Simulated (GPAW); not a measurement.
# Co2C (Pnnm) in GPAW: band structure with LDA

Aim: the band structure of Co2C with LDA.

Program: GPAW 26.7.0. These are calculated values, not measurements. Logs are shortened: lines on timing, memory, paths and dates and some standing lists are left out, and cuts for length are marked. The log counts tension as positive stress, the text compression.

## (1) Starting point

It takes space group Pnnm (No. 58, orthorhombic). Conventional cell: a = 4.371 Å, b = 4.447 Å, c = 2.897 Å, α = 90.00°, β = 90.00°, γ = 90.00°. Co (site symmetry m) has 3 C at 1.91 to 1.92 Å as nearest neighbours. Around C (site symmetry 2/m) lie 6 Co at 1.91 to 1.92 Å.

## (2) Band structure, LDA, collinear spin, ferromagnetic start

Contents of run.py:

```python
from ase import Atoms
from ase.dft.bandgap import bandgap
from ase.io import write
from ase.units import GPa
from gpaw import GPAW, PW

atoms = Atoms(['Co', 'Co', 'Co', 'Co', 'C', 'C'],
              cell=[[4.3707, 0.0, 0.0],
                    [0.0, 4.4465, 0.0],
                    [0.0, 0.0, 2.8969]],
              scaled_positions=[[0.758, 0.153, 0.5],
                                [0.258, 0.347, 0.0],
                                [0.242, 0.847, 0.5],
                                [0.742, 0.653, 0.0],
                                [0.5, 0.5, 0.5],
                                [0.0, 0.0, 0.0]],
              pbc=True)
atoms.set_initial_magnetic_moments([2.0, 2.0, 2.0, 2.0, 0.0, 0.0])

calc = GPAW(mode=PW(800),
            xc='LDA',
            kpts={'size': (4, 4, 6), 'gamma': True},
            occupations={'name': 'fermi-dirac', 'width': 0.05},
            nbands=44,
            convergence={'density': 1e-05, 'energy': 1e-05},
            maxiter=150,
            txt='gpaw.txt')
atoms.calc = calc
energy = atoms.get_potential_energy()
forces = atoms.get_forces()
stress = atoms.get_stress()
calc.write('gs.gpw')
write('result.traj', atoms)
print(f'Energy: {energy:.6f} eV')
print('Forces (eV/A):')
print(forces.round(4))
print('Stress (GPa):', (stress / GPa).round(3))
print('Moments:', calc.get_magnetic_moments().round(3))
print('Fermi level:', round(calc.get_fermi_level(), 4), 'eV')
print(f'Gap: {bandgap(calc)[0]:.4f} eV, direct: {bandgap(calc, direct=True)[0]:.4f} eV')

path = atoms.cell.bandpath('GXSYGZURTZ,YT,UX,SR', npoints=100, eps=1e-4)
bs_calc = calc.fixed_density(kpts=path, symmetry='off', nbands=61,
                             convergence={'bands': 'CBM+6.0', 'eigenstates': 1e-6}, txt='bands.txt')
bs = bs_calc.band_structure()
bs.write('bs.json')
print(f'Gap on the path: {bandgap(bs_calc)[0]:.4f} eV')
```

Potentials or basis: the program's PAW data sets (release 1.2.1) made for this functional, pw.

The run is started by

```console
> OMP_NUM_THREADS=1 python run.py
```

gpaw.txt:

```text
__  _  _
 | _ |_)|_||  |
 |__||  | ||/\| - 26.7.0

Input parameters:
  mode=PW(ecut=800.0),
  convergence={'density': 1e-05, 'energy': 1e-05},
  kpts=MonkhorstPack(size=(4, 4, 6), gamma=True),
  maxiter=150,
  nbands=44,
  occupations=Occupations(name='fermi-dirac', width=0.05),
  xc=XC(name='LDA')

Diagonalizing LCAO Hamiltonian
Converting LCAO to pw mode
    .----------.
   /|          |
  / | Co       |
 *  |   C      |
 |  .----------.
 | /      Coo /
 |/  Co      /
 C----------*

Atoms  # Å, Bohr magnetons
|   | symbol |        x |        y |        z |    initial magnetic moments |
|---|--------|----------|----------|----------|-----------------------------|
| 0 |     Co | 3.312991 | 0.680315 | 1.448450 | ( 0.0000,  0.0000,  2.0000) |
| 1 |     Co | 1.127641 | 1.542936 | 0.000000 | ( 0.0000,  0.0000,  2.0000) |
| 2 |     Co | 1.057709 | 3.766186 | 1.448450 | ( 0.0000,  0.0000,  2.0000) |
| 3 |     Co | 3.243059 | 2.903565 | 0.000000 | ( 0.0000,  0.0000,  2.0000) |
| 4 |      C | 2.185350 | 2.223250 | 1.448450 | ( 0.0000,  0.0000,  0.0000) |
| 5 |      C | 0.000000 | 0.000000 | 0.000000 | ( 0.0000,  0.0000,  0.0000) |

Unit cell  # Å
| periodic |        x |        y |        z |  lengths |    angles |
|----------|----------|----------|----------|----------|-----------|
|      yes | 4.370700 | 0.000000 | 0.000000 | 4.370700 | 90.000000 |
|      yes | 0.000000 | 4.446500 | 0.000000 | 4.446500 | 90.000000 |
|      yes | 0.000000 | 0.000000 | 2.896900 | 2.896900 | 90.000000 |

Number of symmetries: 4
Symmetry operations  # r_c * U_cc + t_c -> r_c
|   | kind |            matrix            |
|---|------|------------------------------|
| 0 |  E   |  1, 0, 0,  0, 1, 0,  0, 0, 1 |
| 1 |  σ   |  1, 0, 0,  0, 1, 0,  0, 0,-1 |
| 2 |  C2  | -1, 0, 0,  0,-1, 0,  0, 0, 1 |
| 3 |  i   | -1, 0, 0,  0,-1, 0,  0, 0,-1 |

BZ-sampling:
  Number of BZ points: 96
  Number of IBZ points: 40

  Monkhorst-Pack size: [4, 4, 6]
  Monkhorst-Pack shift: [0.125, 0.125, 0.08333333333333333]

K-points  # in reciprocal-cell coordinates
|     |                                coordinates |     weight |
|-----|--------------------------------------------|------------|
|   0 | (  0.00000000,   0.00000000,   0.00000000) | 0.01041667 |
|   1 | (  0.00000000,   0.00000000,   0.16666667) | 0.02083333 |
|   2 | (  0.00000000,   0.00000000,   0.33333333) | 0.02083333 |
|   3 | (  0.00000000,   0.00000000,   0.50000000) | 0.01041667 |
|   4 | (  0.00000000,   0.25000000,   0.00000000) | 0.02083333 |
|   5 | (  0.00000000,   0.25000000,   0.16666667) | 0.04166667 |
|   6 | (  0.00000000,   0.25000000,   0.33333333) | 0.04166667 |
|   7 | (  0.00000000,   0.25000000,   0.50000000) | 0.02083333 |
|   8 | (  0.00000000,   0.50000000,   0.00000000) | 0.01041667 |
|   9 | (  0.00000000,   0.50000000,   0.16666667) | 0.02083333 |
| ... |                                            |            |
|  39 | (  0.50000000,   0.50000000,   0.50000000) | 0.01041667 |

Plane wave coefficients: 2932
Cutoff: 800.0 eV

Spin-components: 2 (collinear spins)
Bands:           44
Projectors:      34
Spin-degeneracy: 1
Datatype:        complex128

Parallelization:
  kpt:    1
  domain: 1
  band:   1

Density:
  Valence electrons: 44.0
  Components: 2
  Grid points: [30 30 20]
  Charge: 0.0  # |e|

Potential:
  Grid points: [30 30 20]

species:
  Co:
    name:    Cobalt
    Z:       27.0
    valence: 9
    core:    18
    charge:  0.0  # [|e|]
    compensation charges:
      type: gauss
      rc: 0.32  # [Å]
      lmax: 2
    cutoffs:
      filter: 1.87  # [Å]
      core: 2.55  # [Å]
    projectors
    | kind |    occ | energy [eV] | rcut [Å] |
    |------|--------|-------------|----------|
    |   4s |  2.000 |      -5.672 |    1.005 |
    |   4p |  0.000 |      -1.387 |    1.058 |
    |   3d |  7.000 |      -8.461 |    1.005 |
    |    s |        |      21.539 |    1.005 |
    |    p |        |      25.825 |    1.058 |
    |    d |        |      18.750 |    1.005 |

    Using partial waves for Co as LCAO basis

  C:
    name:    Carbon
    Z:       6.0
    valence: 4
    core:    2
    charge:  0.0  # [|e|]
    compensation charges:
      type: gauss
      rc: 0.20  # [Å]
      lmax: 2
    cutoffs:
      filter: 1.14  # [Å]
      core: 1.14  # [Å]
    projectors
    | kind |    occ | energy [eV] | rcut [Å] |
    |------|--------|-------------|----------|
    |   2s |  2.000 |     -13.639 |    0.635 |
    |   2p |  2.000 |      -5.414 |    0.635 |
    |    s |        |      13.573 |    0.635 |
    |    p |        |      21.797 |    0.635 |
    |    d |        |       0.000 |    0.635 |

    Using partial waves for C as LCAO basis

Reference energy: -153390.671892  # eV

eigensolver:
  PPCG
  Converge bands: occupied
  niter=2

density mixing:
  MSR1-Mixer
  Pratt-step length: 0.05
  Maximum mixing coefficient: 0.75
  Old densities: 10
  SVD Regularization: 0.005
  Good broyden scale: 1.0
  Trust region scale: 1.0
  Backstep threshold: 4.0
  History deletion threshold: 6.0
  Fourier metric: weight=20.0, sigma=0.015

occupation numbers:
  Fermi-Dirac:
    width: 0.0500  # eV

poisson solver:
  ecut: 6400.0  # eV

xc functional:
  name: None

convergence criteria:
- Maximum integral of absolute [dens]ity change: 1e-05 electrons / valence electron
- Maximum [total energy] change in last 3 cyles: 1e-05 eV / valence electron
- Maximum integral of absolute [eigenst]ate change: 4e-08 eV^2 / valence electron
maximum number of iterations: 150

SCF iterations
|iter     | |      energy | eigst |  dens |  magmom |
|---------|-|-------------|-------|-------|---------|
|iter:   1| |  -57.481589 | +0.71 |       |  +8.0096|
|iter:   2| |  -57.347316 | -1.44 | -0.78 |  +7.8059|
|iter:   3| |  -57.782010 | -1.19 | -0.82 |  +4.8521|
|iter:   4| |  -58.283324 | -0.85 | -0.98 |  +3.8986|
|iter:   5| |  -57.616087 | -1.38 | -1.04 |  +2.2869|
|iter:   6| |  -57.701395 | -2.55 | -1.61 |  +1.0411|
|iter:   7| |  -57.747756 | -2.64 | -1.77 |  +0.0136|
|iter:   8| |  -57.753277 | -3.58 | -2.01 |  +0.1171|
|iter:   9| |  -57.753853 | -4.68 | -2.83 |  +0.1361|
|iter:  10| |  -57.754125 | -4.94 | -3.18 |  +0.0674|
|iter:  11| |  -57.754161c| -5.94 | -3.33 |  +0.0593|
|iter:  12| |  -57.754183c| -5.84 | -3.18 |  +0.0349|
|iter:  13| |  -57.754204c| -5.97 | -3.59 |  +0.0096|
|iter:  14| |  -57.754209c| -6.48 | -3.83 |  -0.0051|
|iter:  15| |  -57.754209c| -7.25 | -4.46 |  +0.0001|
|iter:  16| |  -57.754209c| -8.30c| -5.07c|  -0.0002|

Converged in 16 steps
Energy contributions relative to reference atoms: (reference = -153390.671892)

Energy contributions:
  Kinetic:          43.729638
  Coulomb:         -38.737616
  Zero:             -0.159867
  External:          0.000000
  Xc:              -62.565582
  Entropy:          -0.041564
  Spinorbit:         0.000000
  ----------------------------
  Free energy:     -57.774991
  Extrapolated:    -57.754209

dipole moment: (-8.680435, -8.830977, -21.438672)  # |e|*Ang

Total magnetic moment: (0.000000, 0.000000, -0.000202)

Local magnetic moments
|        x |        y |         z |
|----------|----------|-----------|
| 0.000000 | 0.000000 | -0.000045 |  # Co   0
| 0.000000 | 0.000000 | -0.000045 |  # Co   1
| 0.000000 | 0.000000 | -0.000045 |  # Co   2
| 0.000000 | 0.000000 | -0.000045 |  # Co   3
| 0.000000 | 0.000000 |  0.000007 |  # C    4
| 0.000000 | 0.000000 |  0.000007 |  # C    5

Fermi level: 10.059
Eigenvalues  # (at kpt = [0.000, 0.000, 0.000])
| band index |      eig [eV] | occ [0-1] |      eig [eV] | occ [0-1] |
|------------|---------------|-----------|---------------|-----------|
|          0 |        -3.796 |     1.000 |        -3.796 |     1.000 |
|        ... |               |           |               |           |
|         13 |         8.465 |     1.000 |         8.465 |     1.000 |
|         14 |         8.609 |     1.000 |         8.609 |     1.000 |
|         15 |         8.632 |     1.000 |         8.632 |     1.000 |
|         16 |         8.753 |     1.000 |         8.753 |     1.000 |
|         17 |         8.840 |     1.000 |         8.840 |     1.000 |
|         18 |         9.469 |     1.000 |         9.469 |     1.000 |
[... 8 lines left out ...]
|         27 |        13.149 |     0.000 |        13.149 |     0.000 |
|         28 |        15.291 |     0.000 |        15.291 |     0.000 |
|        ... |               |           |               |           |
|         43 |        33.248 |     0.000 |        33.248 |     0.000 |

No gap
No difference between direct/indirect transitions

Forces  # eV/Ang
|        x |        y |       z |
|----------|----------|---------|
|  0.31590 | -0.10347 | 0.00000 |  # Co   0
|  0.31559 |  0.10328 | 0.00000 |  # Co   1
| -0.31590 |  0.10347 | 0.00000 |  # Co   2
| -0.31559 | -0.10328 | 0.00000 |  # Co   3
|  0.00000 |  0.00000 | 0.00000 |  # C    4
|  0.00000 |  0.00000 | 0.00000 |  # C    5

Stress tensor  # eV/Ang^3
|        x |        y |        z |
|----------|----------|----------|
| 0.136270 | 0.000001 | 0.000000 |
| 0.000001 | 0.148791 | 0.000000 |
| 0.000000 | 0.000000 | 0.143050 |

# Writing to gs.gpw (mode='')
```

Run time: 11 min. Hardware: 1 thread of Arm Neoverse V2, shared host; peak memory 1.1 GiB.

Results:

* Free energy: -57.7750 eV
* Pressure: -22.9 GPa
* Largest force: 0.332 eV/Å
* Band gap along the path: none (metal or under the smearing width)
* Net moment: 0.00 μB per cell

Forces in eV/Å, atoms in the order of the input:
```
Co   0.316 -0.103  0.000
Co   0.316  0.103  0.000
Co  -0.316  0.103  0.000
Co  -0.316 -0.103  0.000
C    0.000  0.000  0.000
C    0.000  0.000  0.000
```

Levels at the corners of the path, in eV from the Fermi level:
Spin up:
| point | band 19 | band 20 | band 21 | band 22 | band 23 | band 24 | band 25 | band 26 |
| --- | --- | --- | --- | --- | --- | --- | --- | --- |
| Γ | -0.59 | -0.35 | -0.04 | 0.01 | 0.67 | 1.29 | 1.50 | 1.68 |
| X | -0.47 | -0.47 | -0.26 | -0.26 | 1.23 | 1.23 | 1.58 | 1.58 |
| S | -0.44 | -0.44 | -0.44 | -0.44 | 0.46 | 0.46 | 2.24 | 2.24 |
| Y | -0.56 | -0.56 | -0.20 | -0.20 | -0.04 | -0.04 | 2.22 | 2.22 |
| Γ | -0.59 | -0.35 | -0.04 | 0.01 | 0.67 | 1.29 | 1.50 | 1.68 |
| Z | -1.00 | -1.00 | -0.47 | -0.47 | 0.80 | 0.80 | 1.89 | 1.89 |
| U | -0.06 | -0.06 | 0.16 | 0.16 | 0.27 | 0.27 | 1.48 | 1.48 |
| R | -0.54 | -0.54 | -0.34 | -0.34 | 0.18 | 0.18 | 1.67 | 1.67 |
| T | -0.76 | -0.76 | -0.59 | -0.59 | -0.20 | -0.20 | 3.42 | 3.42 |
| Z | -1.00 | -1.00 | -0.47 | -0.47 | 0.80 | 0.80 | 1.89 | 1.89 |
| Y | -0.56 | -0.56 | -0.20 | -0.20 | -0.04 | -0.04 | 2.22 | 2.22 |
| T | -0.76 | -0.76 | -0.59 | -0.59 | -0.20 | -0.20 | 3.42 | 3.42 |
| U | -0.06 | -0.06 | 0.16 | 0.16 | 0.27 | 0.27 | 1.48 | 1.48 |
| X | -0.47 | -0.47 | -0.26 | -0.26 | 1.23 | 1.23 | 1.58 | 1.58 |
| S | -0.44 | -0.44 | -0.44 | -0.44 | 0.46 | 0.46 | 2.24 | 2.24 |
| R | -0.54 | -0.54 | -0.34 | -0.34 | 0.18 | 0.18 | 1.67 | 1.67 |
Spin down:
```
point  band 18  band 19  band 20  band 21  band 22  band 23  band 24  band 25  band 26  band 27
    Γ    -1.22    -0.59    -0.35    -0.04     0.01     0.67     1.29     1.50     1.68     2.52
    X    -0.60    -0.47    -0.47    -0.26    -0.26     1.23     1.23     1.58     1.58     2.16
    S    -1.00    -0.44    -0.44    -0.44    -0.44     0.46     0.46     2.24     2.24     2.77
    Y    -0.99    -0.56    -0.56    -0.20    -0.20    -0.04    -0.04     2.22     2.22     3.71
    Γ    -1.22    -0.59    -0.35    -0.04     0.01     0.67     1.29     1.50     1.68     2.52
    Z    -1.21    -1.00    -1.00    -0.47    -0.47     0.80     0.80     1.89     1.89     3.73
    U    -0.57    -0.06    -0.06     0.16     0.16     0.27     0.27     1.48     1.48     1.89
    R    -0.73    -0.54    -0.54    -0.34    -0.34     0.18     0.18     1.67     1.67     1.89
    T    -0.87    -0.76    -0.76    -0.59    -0.59    -0.20    -0.20     3.42     3.42     4.03
    Z    -1.21    -1.00    -1.00    -0.47    -0.47     0.80     0.80     1.89     1.89     3.73
    Y    -0.99    -0.56    -0.56    -0.20    -0.20    -0.04    -0.04     2.22     2.22     3.71
    T    -0.87    -0.76    -0.76    -0.59    -0.59    -0.20    -0.20     3.42     3.42     4.03
    U    -0.57    -0.06    -0.06     0.16     0.16     0.27     0.27     1.48     1.48     1.89
    X    -0.60    -0.47    -0.47    -0.26    -0.26     1.23     1.23     1.58     1.58     2.16
    S    -1.00    -0.44    -0.44    -0.44    -0.44     0.46     0.46     2.24     2.24     2.77
    R    -0.73    -0.54    -0.54    -0.34    -0.34     0.18     0.18     1.67     1.67     1.89
```

Caveat: the k mesh is coarse (spacing up to 0.36 Å⁻¹), so the values aren't converged; the starting moments collapsed, and a magnetic state may lie lower.
